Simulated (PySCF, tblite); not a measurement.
**C₅H₈FO radical: geometry, infrared bands and EPR parameters**

Wanted: the infrared bands and EPR parameters of C₅H₈FO radical (`C[C@@H](O)/C=C\[CH]F`), by calculation.

Computed with tblite 0.8.0 and PySCF 2.14.0, with density-fitted response routines of our own, on a single molecule in the gas phase. Atoms are numbered from 0 throughout.

**1. The starting structure**

15 atoms, charge 0, multiplicity 2; geometry from: force field or distance geometry start.

Bonds of the start (Å): C0–C1 1.49, C1–O2 1.40, C1–C3 1.47, C3–C4 1.32, C4–C5 1.45, C5–F6 1.34, C0–H7 1.10, C0–H8 1.11, C0–H9 1.13, C1–H10 1.10, O2–H11 1.01, C3–H12 1.08, C4–H13 1.08, C5–H14 1.08.

**2. Relaxing the molecule with GFN2-xTB**

Job settings and geometry (Å):

```
{"job": {"kind": "relax", "xc": "GFN2-xTB", "basis": "xTB"}, "charge": 0, "multiplicity": 2}
C     -1.353200     0.809000    -0.034800
C     -0.615800    -0.276100     0.677500
O     -1.548800    -1.171700     1.210000
C      0.295900    -0.979400    -0.243000
C      1.441200    -0.481600    -0.681600
C      1.894000     0.842500    -0.304600
F      2.480600     1.024600     0.885800
H     -1.280700     0.663000    -1.124900
H     -0.908500     1.774300     0.278300
H     -2.446500     0.829700     0.230200
H     -0.037400     0.205100     1.482800
H     -1.724700    -1.846500     0.485600
H      0.011100    -1.976000    -0.552300
H      2.025000    -1.086500    -1.358100
H      1.763300     1.677500    -0.972900
```

Started as:

```bash
OMP_NUM_THREADS=1 python probes_run.py task.json out
```

This one command runs all jobs of the session in turn.

Standard output:

```text
step      E/eV     max force
  0    -638.08593    2.251
  1    -638.21816    0.635
  2    -638.25899    0.559
  3    -638.31638    0.875
  4    -638.35291    0.653
  5    -638.37757    0.364
  6    -638.39187    0.284
  7    -638.40801    0.342
  8    -638.42917    0.430
  9    -638.45746    0.590
 10    -638.49517    0.574
 11    -638.54676    0.688
 12    -638.61720    0.773
 13    -638.70231    0.837
 14    -638.78846    0.894
 15    -638.87570    0.748
 16    -638.97128    0.823
 17    -639.05140    0.827
 18    -638.90424    3.059
 19    -639.13675    0.494
 20    -639.15334    0.315
 21    -639.17149    0.314
 22    -639.18260    0.336
 23    -639.19613    0.292
 24    -639.20932    0.228
 25    -639.21342    0.224
 26    -639.22299    0.247
 27    -639.22992    0.269
 28    -639.23798    0.291
 29    -639.24635    0.293
 30    -639.25756    0.273
 31    -639.27058    0.335
 32    -639.28134    0.282
 33    -639.29082    0.206
 34    -639.29578    0.223
 35    -639.30161    0.298
 36    -639.30805    0.317
 37    -639.31277    0.197
 38    -639.31636    0.132
 39    -639.31880    0.121
 40    -639.32078    0.102
 41    -639.32282    0.133
 42    -639.32492    0.121
 43    -639.32704    0.123
 44    -639.32879    0.134
 45    -639.33055    0.138
 46    -639.33292    0.127
 47    -639.33522    0.103
 48    -639.33677    0.082
 49    -639.33783    0.090
 50    -639.33879    0.099
 51    -639.33985    0.097
 52    -639.34086    0.087
 53    -639.34167    0.085
 54    -639.34242    0.073
 55    -639.34320    0.078
 56    -639.34390    0.074
 57    -639.34455    0.069
 58    -639.34528    0.069
 59    -639.34632    0.089
 60    -639.34747    0.097
 61    -639.34847    0.089
 62    -639.34925    0.074
 63    -639.35007    0.065
 64    -639.35105    0.076
 65    -639.35220    0.107
 66    -639.35329    0.115
 67    -639.35425    0.098
 68    -639.35515    0.102
 69    -639.35619    0.086
 70    -639.35723    0.062
 71    -639.35757    0.057
 72    -639.35812    0.046
 73    -639.35845    0.041
 74    -639.35877    0.043
 75    -639.35902    0.038
 76    -639.35926    0.035
 77    -639.35951    0.035
 78    -639.35978    0.036
 79    -639.36002    0.035
 80    -639.36018    0.029
 81    -639.36027    0.020
 82    -639.36034    0.018
 83    -639.36042    0.021
 84    -639.36052    0.022
 85    -639.36062    0.019
 86    -639.36068    0.019
 87    -639.36072    0.016
 88    -639.36076    0.015
 89    -639.36079    0.013
 90    -639.36083    0.014
 91    -639.36085    0.012
 92    -639.36087    0.008
```

Run time: 1.3 s. Hardware: 1 thread of Intel Xeon at 2.50GHz, shared host.

The steps of the relaxation: (not every step is listed)

| step | energy from step 0 (eV) | largest force (eV/Å) |
| --- | --- | --- |
| 0 | 0.0000 | 2.2505 |
| 1 | -0.1322 | 0.6347 |
| 2 | -0.1731 | 0.5587 |
| 3 | -0.2305 | 0.8755 |
| 4 | -0.2670 | 0.6533 |
| 5 | -0.2916 | 0.3639 |
| 6 | -0.3059 | 0.2841 |
| 7 | -0.3221 | 0.3425 |
| 8 | -0.3432 | 0.4297 |
| 15 | -0.7898 | 0.7478 |
| 22 | -1.0967 | 0.3364 |
| 29 | -1.1604 | 0.2927 |
| 36 | -1.2221 | 0.3167 |
| 43 | -1.2411 | 0.1228 |
| 50 | -1.2529 | 0.0994 |
| 57 | -1.2586 | 0.0693 |
| 64 | -1.2651 | 0.0764 |
| 71 | -1.2716 | 0.0572 |
| 78 | -1.2739 | 0.0358 |
| 85 | -1.2747 | 0.0187 |
| 87 | -1.2748 | 0.0161 |
| 88 | -1.2748 | 0.0147 |
| 89 | -1.2749 | 0.0128 |
| 90 | -1.2749 | 0.0143 |
| 91 | -1.2749 | 0.0119 |
| 92 | -1.2749 | 0.0084 |

Distances of close pairs at the start and the end, largest changes first:

```
  bond  before (Å)  after (Å)  change (Å)
 C4–C5       1.449      1.369      -0.080
 C3–C4       1.324      1.378      +0.055
 C0–C1       1.493      1.541      +0.048
O2–H11       1.006      0.964      -0.041
 C0–H9       1.125      1.087      -0.038
 C0–H8       1.108      1.085      -0.023
 C1–C3       1.474      1.495      +0.021
 C0–H7       1.102      1.089      -0.013
```

The end geometry stands in the next job.

**3. Harmonic vibrations with GFN2-xTB**

Job settings and geometry (Å):

```
{"job": {"kind": "ir", "xc": "GFN2-xTB", "basis": "xTB"}, "charge": 0, "multiplicity": 2}
C     -1.491133     0.735332     0.038904
C     -0.615149    -0.362655     0.672057
O     -1.411858    -1.376769     1.243774
C      0.334652    -0.915352    -0.341252
C      1.520911    -0.338485    -0.741338
C      2.096230     0.824986    -0.305008
F      1.539265     1.622061     0.623245
H     -2.026562     0.338045    -0.822697
H     -0.875001     1.568468    -0.282798
H     -2.210615     1.089725     0.772806
H     -0.067338     0.068545     1.516481
H     -1.976677    -1.751167     0.557576
H      0.044414    -1.850318    -0.798056
H      2.097620    -0.856672    -1.495655
H      3.036826     1.212244    -0.659952
```

Standard output:

```text
mode    cm-1     km/mol
  1      81.7      1.85
  2     113.9      2.64
  3     150.3      0.40
  4     204.0      0.11
  5     268.6      5.00
  6     298.6    115.70
  7     354.4     12.64
  8     390.3     23.54
  9     464.3      1.33
 10     482.5      3.40
 11     606.6     21.32
 12     698.0      9.12
 13     740.3      5.44
 14     888.4     16.92
 15     895.0      3.92
 16     963.6      5.57
 17    1001.9     41.34
 18    1025.0     35.63
 19    1062.2     70.53
 20    1123.2    108.65
 21    1175.4     12.49
 22    1203.3     14.99
 23    1245.1      0.59
 24    1247.9      4.34
 25    1311.6     53.52
 26    1349.5     67.67
 27    1389.1      3.38
 28    1443.5     30.47
 29    1482.9      3.15
 30    1486.6      1.05
 31    1492.8     40.58
 32    2940.8      7.17
 33    3014.7     36.72
 34    3041.6     21.18
 35    3065.6      9.33
 36    3067.3     12.72
 37    3081.0     31.28
 38    3108.9     17.14
 39    3532.9      6.49
```

It took 1.2 s on 1 thread of Intel Xeon at 2.50GHz, shared host.

Which atoms move in the most intense modes:

```csv
cm⁻¹,km/mol,atoms
299,115.7,H11 89 %
1002,41.3,"C5 38 %, F6 26 %"
1062,70.5,"C1 44 %, C0 13 %"
1123,108.7,"C1 30 %, H10 19 %, O2 15 %"
1312,53.5,"H13 35 %, C5 14 %, H11 10 %"
1350,67.7,"H10 39 %, H11 20 %, C1 12 %"
1493,40.6,"C4 50 %, C5 29 %"
3015,36.7,H7 93 %
```

**4. g tensor and hyperfine couplings: B3LYP/pcH-1**

Settings changed since step 3:

```diff
@@ -1,2 +1,2 @@
-{"job": {"kind": "ir", "xc": "GFN2-xTB", "basis": "xTB"}, "charge": 0, "multiplicity": 2}
+{"job": {"kind": "epr", "basis": "pcH-1"}, "charge": 0, "multiplicity": 2}
 C     -1.491133     0.735332     0.038904
```

With the program's defaults for keys left out, this is: UKS B3LYP, pcH-1 on C F H O, non-relativistic, mean-field spin-orbit, GIAO.

Standard output:

```text
UKS, coarse grid
  cycle   1  E = -370.24175090  |g| = 5.87e-01
  cycle   2  E = -370.09482230  |g| = 8.76e-01
  cycle   3  E = -370.36737976  |g| = 8.40e-02
  cycle   4  E = -370.37016606  |g| = 4.07e-02
  cycle   5  E = -370.37102303  |g| = 1.29e-02
  cycle   6  E = -370.37111754  |g| = 6.92e-03
  cycle   7  E = -370.37115597  |g| = 2.60e-03
  cycle   8  E = -370.37116311  |g| = 1.33e-03
  cycle   9  E = -370.37116385  |g| = 2.52e-04
UKS, final grid
  cycle   1  E = -370.37114375  |g| = 3.68e-04
  cycle   2  E = -370.37114368  |g| = 5.71e-04
  cycle   3  E = -370.37114381  |g| = 3.67e-05
  cycle   4  E = -370.37114381  |g| = 1.60e-05
E = -370.37114381 Eh   <S^2> = 0.7754 (exact 0.7500)
g shifts (ppm)      1          2          3
  rmc          -179       -179       -179
  gc             -3         37         37
  oz_so         -78       1396       1910
  total        -260       1254       1768
hyperfine (MHz)  atom isotope    a_iso     a_fc   dipolar eigenvalues
    0   13C      40.01      40.01     -3.05     -2.73      5.78
    1   13C     -19.88     -19.88     -1.04      0.11      0.93
    2   17O      -0.30      -0.30     -2.58      1.23      1.35
    3   13C      58.84      58.84    -52.95    -51.02    103.98
    4   13C     -48.07     -48.07    -28.68     10.77     17.92
    5   13C      62.05      62.05    -53.66    -50.46    104.12
    6   19F      93.84      93.84   -169.12   -140.06    309.18
    7    1H      -1.83      -1.83     -3.43     -1.67      5.11
    8    1H      -1.11      -1.11     -3.61     -0.13      3.75
    9    1H      11.95      11.95     -1.86     -1.37      3.23
   10    1H      36.83      36.83     -3.85     -1.26      5.11
   11    1H      -0.45      -0.45     -2.34     -1.94      4.28
   12    1H     -42.79     -42.79    -25.45     -0.23     25.68
   13    1H      10.43      10.43     -5.35     -1.70      7.05
   14    1H     -44.31     -44.31    -24.37     -1.15     25.52
```

It took 1.9 min on 1 thread of Intel Xeon at 2.50GHz, shared host; peak memory 0.95 GiB.

Principal g values 2.00206, 2.00357, 2.00409; g(iso) = 2.00324, against 2.00232 for a free electron.

Mean a(iso) over the nuclei that a row names, and the largest dipolar term of the row (other rows stand at the frozen geometry):

```csv
nuclei,isotope,a(iso) (MHz),"a(iso) (G, at g = 2.0023)",largest dipolar term (MHz)
F6,19F,93.8,33.5,309.2
C5,13C,62.1,22.1,104.1
C3,13C,58.8,21.0,104.0
C4,13C,-48.1,-17.2,-28.7
H14,1H,-44.3,-15.8,25.5
H12,1H,-42.8,-15.3,25.7
C0,13C,40.0,14.3,5.8
H10,1H,36.8,13.1,5.1
C1,13C,-19.9,-7.1,-1.0
H13,1H,10.4,3.7,7.0
"H7, H8, H9",1H,3.0,1.1,5.1
H11,1H,-0.4,-0.2,4.3
O2,17O,-0.3,-0.1,-2.6
```

Mulliken spin populations:

C0 0.02; C1 -0.05; O2 0.00; C3 0.68; C4 -0.26; C5 0.59; F6 0.04; H7 0.00; H8 0.00; H9 0.01; H10 0.01; H11 0.00; H12 -0.03; H13 0.01; H14 -0.03

In first order the couplings over 0.8 MHz of 19F, 1H give 128 distinct lines over 84.7 G, if the averaged nuclei exchange fast.

Orbitals, density, ELF and potential are computed afterwards from the orbital file.

ELF in a plane through or near 6 of the atoms.

Ten even steps from '0' (0.00) to '9' (1.00):
```
0000000000000000000000000000
0000000000000000000000000000
0000000000000000000000000000
0000000000000000000000000000
0000000002210011026740000000
0000000025640033269994000000
0000463015761056589997000000
0003999745541035489994000000
0005999912310026766520000000
0004999823610137971000000000
0000354368455686431110000000
0000000144176177324762000000
0000000477585644028985000000
0000002788445885028986000000
0000001564005998003661000000
0000000110003897000000000000
0000000000000453000000000000
0000000000000000000000000000
0000000000000000000000000000
0000000000000000000000000000
```
The map spans 11.8 Å across and 9.1 Å up, centred on the molecule. Atoms in the plane (x, y in Å): C3 (-0.2, -1.0), C4 (-1.6, -0.7), C5 (-2.2, 0.4), H9 (2.1, 1.5), H11 (2.4, -1.3), H14 (-3.3, 0.6).

On the surface of density 0.002 e/bohr³ the electrostatic potential runs, from the 1st to the 99th percentile, from -1.66 V near O2 to 2.07 V near H11.

The spin density lies nearest to C3, C5 about 33 % each; C4 10 % (beta excess).

**5. Results**

| quantity | value |
| --- | --- |
| strongest single infrared mode (GFN2-xTB) | 299 cm⁻¹, 116 km/mol |
| zero-point energy (GFN2-xTB) | 73.6 kcal/mol |
| g(iso) (B3LYP) | 2.00324 |
| ⟨S²⟩ | 0.775 (exact 0.75) |
| largest a(iso) (averaged by class) | 19F on F6, 93.8 MHz |
| surface potential, 1st and 99th percentile | -1.66 V and 2.07 V |

**Reading.** Over 92 steps the energy fell by 1.275 eV; of the close pairs, C4–C5 changed most, 1.449 to 1.369 Å. No mode is imaginary among the 39: a minimum at this level. The strongest single mode, at 299 cm⁻¹, moves mainly H11. GFN2-xTB is a fitted tight-binding method: band positions and strengths are rough. Its intensities can rank the bands wrongly. The largest spin populations lie on C3 (0.68 e), C5 (0.59 e). The isotropic g lies 0.9 ppt above the free-electron value.
